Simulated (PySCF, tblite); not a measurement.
# Si₂H₅Br: excited states, first hyperpolarisability

What do calculations give for the excited states, first hyperpolarisability of Si₂H₅Br (`[SiH3][SiH2]Br`)?

Programs: tblite 0.8.0 and PySCF 2.14.0, with routines of our own; each step states its level. All values are computed. Atoms count from 0.

## 1. The starting structure

8 atoms, charge 0, multiplicity 1; geometry from: force field or distance geometry start.

## 2. Geometry optimisation with GFN2-xTB

The job: settings as JSON, then the geometry in Å.

```
{"job": {"kind": "relax", "xc": "GFN2-xTB", "basis": "xTB"}, "charge": 0, "multiplicity": 1}
Si     1.178300     0.174500     0.013800
Si    -1.088100    -0.280100     0.082200
Br    -2.193500     1.043200    -1.281000
H      1.919300    -0.709600     0.930400
H      1.711600    -0.028300    -1.348900
H      1.438500     1.582700     0.417600
H     -1.615800    -0.083400     1.463800
H     -1.341400    -1.689600    -0.302400
```

The run is started by

```
$ OMP_NUM_THREADS=1 python excited_run.py task.json out
```

One launch serves the whole session: the jobs run in the order shown.

Log:

```text
step      E/eV     max force
  0    -275.53287    1.181
  1    -275.56213    0.723
  2    -275.58666    0.336
  3    -275.59226    0.354
  4    -275.60446    0.278
  5    -275.60950    0.254
  6    -275.61426    0.208
  7    -275.61591    0.137
  8    -275.61710    0.114
  9    -275.61777    0.067
 10    -275.61832    0.059
 11    -275.61869    0.055
 12    -275.61902    0.060
 13    -275.61934    0.056
 14    -275.61962    0.052
 15    -275.61977    0.028
 16    -275.61982    0.011
 17    -275.61983    0.007
```

Wall time 0.09 s (1 thread of Arm Neoverse V1, shared host).

The steps of the relaxation:

```
step  energy from step 0 (eV)  largest force (eV/Å)
   0                   0.0000                1.1813
   1                  -0.0293                0.7234
   2                  -0.0538                0.3361
   3                  -0.0594                0.3544
   4                  -0.0716                0.2781
   5                  -0.0766                0.2536
   6                  -0.0814                0.2080
   7                  -0.0830                0.1366
   8                  -0.0842                0.1144
   9                  -0.0849                0.0671
  10                  -0.0854                0.0590
  11                  -0.0858                0.0554
  12                  -0.0861                0.0596
  13                  -0.0865                0.0562
  14                  -0.0867                0.0516
  15                  -0.0869                0.0281
  16                  -0.0870                0.0108
  17                  -0.0870                0.0073
```

Distances of close pairs at the start and the end, largest changes first:

```
   bond  before (Å)  after (Å)  change (Å)
Si1–Br2       2.198      2.236      +0.038
 Si1–H6       1.492      1.462      -0.030
 Si0–H5       1.488      1.463      -0.025
 Si1–H7       1.483      1.462      -0.021
 Si0–H4       1.477      1.463      -0.014
 Si0–H3       1.473      1.464      -0.010
Si0–Si1       2.313      2.311      -0.002
```

The final coordinates are the input of the step that follows.

## 3. Vibrational analysis with GFN2-xTB

The job: settings as JSON, then the geometry in Å.

```
{"job": {"kind": "ir", "xc": "GFN2-xTB", "basis": "xTB"}, "charge": 0, "multiplicity": 1}
Si     1.219063     0.191066     0.009627
Si    -1.031181    -0.320081     0.131775
Br    -2.206116     0.995715    -1.242714
H      1.936108    -0.697431     0.925769
H      1.736978    -0.006376    -1.344131
H      1.470812     1.577916     0.400576
H     -1.690292    -0.078216     1.413803
H     -1.426315    -1.653182    -0.319272
```

Log:

```text
mode    cm-1     km/mol
  1      21.5      0.66
  2      97.8      6.88
  3     346.9     47.22
  4     365.2     18.33
  5     458.1     32.54
  6     471.4      2.67
  7     493.6      0.42
  8     616.9     19.45
  9     689.0   1071.67
 10     775.8    400.15
 11     788.0    125.20
 12     801.2    116.71
 13     820.3    103.77
 14    2249.7     64.25
 15    2253.2    242.59
 16    2264.7     69.23
 17    2273.1    590.40
 18    2277.2    299.83
```

It took 0.18 s on 1 thread of Arm Neoverse V1, shared host.

Which atoms move in the most intense modes:

```
cm⁻¹  km/mol                               atoms
 689  1071.7                    H7 37 %, H6 37 %
 776   400.1  H6 24 %, H7 24 %, H4 17 %, H5 17 %
 788   125.2           H3 56 %, H5 21 %, H4 20 %
 801   116.7                    H4 44 %, H5 43 %
 820   103.8           H7 32 %, H6 32 %, H3 11 %
2253   242.6                             H3 88 %
2273   590.4           H5 41 %, H4 35 %, H6 11 %
2277   299.8  H6 37 %, H7 37 %, H5 12 %, H4 10 %
```

## 4. Excited states: TDA LC-wPBE/aug-cc-pVDZ

Settings changed since step 3:

```diff
@@ -1,2 +1,2 @@
-{"job": {"kind": "ir", "xc": "GFN2-xTB", "basis": "xTB"}, "charge": 0, "multiplicity": 1}
+{"job": {"kind": "states", "xc": "LC-wPBE", "basis": "aug-cc-pVDZ", "tda": true, "soc": true, "nstates": 5, "ntriplets": 4, "nquad": 4}, "charge": 0, "multiplicity": 1}
 Si     1.219063     0.191066     0.009627
```

Level: TDA LC-wPBE/aug-cc-pVDZ excited states, vertical, gas phase, spin-orbit mean-field couplings.

Log:

```text
coarse grid: 32520 points
cycle   1  E = -3155.5754998752  dE = -1.096e+00  |g| = 2.671e-01  |ddm| = 5.172e+00
cycle   2  E = -3155.6002189490  dE = -2.472e-02  |g| = 1.480e-01  |ddm| = 1.230e+00
cycle   3  E = -3155.6075896891  dE = -7.371e-03  |g| = 2.432e-02  |ddm| = 4.376e-01
cycle   4  E = -3155.6078864483  dE = -2.968e-04  |g| = 5.866e-03  |ddm| = 1.241e-01
cycle   5  E = -3155.6079060465  dE = -1.960e-05  |g| = 1.043e-03  |ddm| = 3.609e-02
cycle   6  E = -3155.6079069426  dE = -8.961e-07  |g| = 2.943e-04  |ddm| = 7.442e-03
final grid: 63792 points
cycle   7  E = -3155.6078228261  dE = -6.842e-08  |g| = 1.223e-04  |ddm| = 1.567e-03
cycle   8  E = -3155.6078228345  dE = -8.409e-09  |g| = 5.658e-05  |ddm| = 5.622e-04
cycle   9  E = -3155.6078228359  dE = -1.326e-09  |g| = 1.823e-05  |ddm| = 1.761e-04
cycle  10  E = -3155.6078228362  dE = -3.756e-10  |g| = 2.159e-06  |ddm| = 1.408e-04
converged SCF energy = -3155.6078228362

Singlet excitations
state   eV       nm        f     d(h-e)  d(exc)  Lambda  PR(NTO)  |dmu|/D   mu/D   main configurations
  1   6.4330   192.7   0.02491   0.718   3.039   0.347   1.062    1.944    0.904   H->L+1 0.29, H->L+2 0.29, H->L 0.21
  2   6.6999   185.1   0.00852   1.082   3.033   0.264   1.033    3.108    1.065   H-1->L+1 0.33, H-1->L+2 0.28, H-1->L 0.18
  3   7.5613   164.0   0.01913   0.787   3.016   0.303   1.191    2.577    0.534   H->L+6 0.44, H->L+3 0.16, H->L+7 0.14
  4   7.7000   161.0   0.03082   0.761   3.690   0.385   1.112    2.526    1.974   H->L+2 0.48, H->L+11 0.17, H->L+1 0.08
  5   7.9387   156.2   0.00112   0.975   3.647   0.291   1.057                     H-1->L+2 0.55, H-1->L+11 0.17

Triplet excitations (Tamm-Dancoff)
state   eV     d(h-e)  d(exc)  Lambda  PR(NTO)   main configurations
  1   5.7331   0.453   2.864   0.346   1.074   H->L+1 0.26, H->L+2 0.24, H->L 0.18
  2   6.2428   1.025   2.912   0.264   1.046   H-1->L+1 0.32, H-1->L+2 0.23, H-1->L 0.18
  3   6.5344   0.306   2.706   0.312   1.057   H->L+6 0.37, H->L+7 0.12, H-2->L+6 0.10
  4   6.9190   0.517   2.928   0.395   1.981   H->L+11 0.25, H->L+1 0.15, H-2->L+2 0.11
S1 - T1 = 0.6999 eV

Spin-orbit couplings |<S|Hso|T>| (cm-1)
             T1       T2       T3       T4
S0      448.156  655.793   91.126  454.038
S1       74.731  788.381   39.258  146.126
S2      677.187    3.893    5.646  511.104
S3       22.376    4.550   20.291   49.005
S4        9.304  167.238   65.405   16.549
S5       38.993    4.592    2.076  410.850
T1 sublevels (cm-1): 0.000 10.162 50.611   radiative rates (1/s): 1.13e+03 3.16e+04 7.17e+04
```

Wall time 20 s (1 thread of Arm Neoverse V1, shared host); peak memory 0.51 GiB.

Key values:

```
  quantity    value
S1 less T1  0.70 eV
```

## 5. Excited states: TDDFT PBE0/aug-cc-pVDZ

Settings changed since step 4:

```diff
@@ -1,2 +1,2 @@
-{"job": {"kind": "states", "xc": "LC-wPBE", "basis": "aug-cc-pVDZ", "tda": true, "soc": true, "nstates": 5, "ntriplets": 4, "nquad": 4}, "charge": 0, "multiplicity": 1}
+{"job": {"kind": "states", "xc": "PBE0", "basis": "aug-cc-pVDZ", "tpa": true, "nstates": 6, "nquad": 5, "ntriplets": 0}, "charge": 0, "multiplicity": 1}
 Si     1.219063     0.191066     0.009627
```

With the program's defaults for keys left out, this is: TDDFT PBE0/aug-cc-pVDZ excited states, vertical, gas phase, two-photon moments by quadratic response.

Log:

```text
coarse grid: 32520 points
cycle   1  E = -3155.5900768042  dE = -1.057e+00  |g| = 1.733e-01  |ddm| = 5.425e+00
cycle   2  E = -3155.5886428576  dE =  1.434e-03  |g| = 1.879e-01  |ddm| = 1.038e+00
cycle   3  E = -3155.6011276641  dE = -1.248e-02  |g| = 1.698e-02  |ddm| = 5.041e-01
cycle   4  E = -3155.6012139398  dE = -8.628e-05  |g| = 3.959e-03  |ddm| = 4.835e-02
cycle   5  E = -3155.6012192692  dE = -5.329e-06  |g| = 1.204e-03  |ddm| = 1.266e-02
final grid: 63792 points
cycle   6  E = -3155.6011930553  dE = -9.404e-08  |g| = 1.097e-03  |ddm| = 6.928e-03
cycle   7  E = -3155.6011930524  dE =  2.920e-09  |g| = 1.095e-03  |ddm| = 5.082e-03
cycle   8  E = -3155.6011934854  dE = -4.330e-07  |g| = 9.690e-05  |ddm| = 2.587e-03
cycle   9  E = -3155.6011934887  dE = -3.268e-09  |g| = 4.729e-06  |ddm| = 2.559e-04
cycle  10  E = -3155.6011934887  dE = -9.095e-12  |g| = 1.511e-06  |ddm| = 2.247e-05
converged SCF energy = -3155.6011934887

Singlet excitations
state   eV       nm        f     d(h-e)  d(exc)  Lambda  PR(NTO)  |dmu|/D   mu/D   delta(TPA)   sigma/GM   main configurations
  1   5.8100   213.4   0.01976   1.152   3.323   0.557   1.019    2.952    1.211        0.27      0.003   H->L 0.98
  2   5.9765   207.5   0.00841   1.575   3.323   0.431   1.010    4.243    2.298        0.13      0.002   H-1->L 0.98
  3   6.7699   183.1   0.00775   1.761   3.496   0.447   1.061    5.154    3.246        0.48      0.008   H->L+2 0.97
  4   6.8163   181.9   0.01930   1.406   4.102   0.428   1.048    4.322    2.683       31.11      0.530   H->L+1 0.94
  5   6.9961   177.2   0.00001   1.854   4.103   0.301   1.006    5.426    3.545       13.55      0.243   H-1->L+1 0.97
  6   7.0287   176.4   0.01136   2.329   3.912   0.322   1.619                                            H-1->L+2 0.75, H->L+3 0.20
```

Run time: 15 s. Hardware: 1 thread of Arm Neoverse V1, shared host; peak memory 0.55 GiB.

## 6. First hyperpolarisability: quadratic response B3LYP/aug-cc-pVDZ

Settings changed since step 5:

```diff
@@ -1,2 +1,2 @@
-{"job": {"kind": "states", "xc": "PBE0", "basis": "aug-cc-pVDZ", "tpa": true, "nstates": 6, "nquad": 5, "ntriplets": 0}, "charge": 0, "multiplicity": 1}
+{"job": {"kind": "beta", "xc": "B3LYP", "basis": "aug-cc-pVDZ", "wavelengths": [1064]}, "charge": 0, "multiplicity": 1}
 Si     1.219063     0.191066     0.009627
```

Method: quadratic response B3LYP/aug-cc-pVDZ first hyperpolarisability, Taylor convention, gas phase.

Log:

```text
coarse grid: 32520 points
cycle   1  E = -3156.2046603679  dE = -1.052e+00  |g| = 1.889e-01  |ddm| = 6.053e+00
cycle   2  E = -3156.2011896379  dE =  3.471e-03  |g| = 2.145e-01  |ddm| = 1.174e+00
cycle   3  E = -3156.2173671869  dE = -1.618e-02  |g| = 2.305e-02  |ddm| = 5.976e-01
cycle   4  E = -3156.2175326119  dE = -1.654e-04  |g| = 4.784e-03  |ddm| = 5.981e-02
cycle   5  E = -3156.2175406805  dE = -8.069e-06  |g| = 1.392e-03  |ddm| = 1.444e-02
final grid: 63792 points
cycle   6  E = -3156.2175341781  dE = -6.958e-08  |g| = 1.339e-03  |ddm| = 8.788e-03
cycle   7  E = -3156.2175341143  dE =  6.378e-08  |g| = 1.399e-03  |ddm| = 6.566e-03
cycle   8  E = -3156.2175348318  dE = -7.175e-07  |g| = 1.281e-04  |ddm| = 3.445e-03
cycle   9  E = -3156.2175348378  dE = -5.949e-09  |g| = 7.004e-06  |ddm| = 3.521e-04
cycle  10  E = -3156.2175348378  dE = -7.276e-12  |g| = 1.796e-06  |ddm| = 2.676e-05
converged SCF energy = -3156.2175348378

Lowest singlets (eV, f): 5.7013 0.0198  5.8506 0.0095  6.5831 0.0149

First hyperpolarisability (au)
process     nm      |vector|   parallel      HRS      DR
static         -      242.86    -140.71      90.94   7.719
shg       1064.0      279.45    -160.75     104.85   7.617
eope      1064.0      254.08    -146.88          -       -
```

Wall time 11 s (1 thread of Arm Neoverse V1, shared host); peak memory 0.56 GiB.

## 7. Outcome

```
                                               quantity                             value
              strongest single infrared mode (GFN2-xTB)             689 cm⁻¹, 1072 km/mol
                           zero-point energy (GFN2-xTB)                     25.8 kcal/mol
           S1 less T1 (step 4, TDA LC-wPBE/aug-cc-pVDZ)                           0.70 eV
β vector (step 6, quadratic response B3LYP/aug-cc-pVDZ)  static 243, SHG 1064.0 nm 279 au
```

All 18 modes are real, so the xTB geometry is a minimum. The strongest single mode, at 689 cm⁻¹, moves mainly H7 and H6. Unscaled tight-binding wavenumbers are off by several per cent, some by more. Its intensities can rank the bands wrongly. Scalar relativity is left out for the heavy atoms. In step 4, the number of triplets below S1 is 2, and the largest singlet-triplet spin-orbit coupling is S1–T2, 788.38 cm⁻¹. Steps that list no spin-orbit terms leave them out, which matters at and beside the heavy atoms. β grows from 243 au (static) to 279 au for doubling at 1064.0 nm: normal dispersion, which grows as twice the photon energy moves toward the bright states.
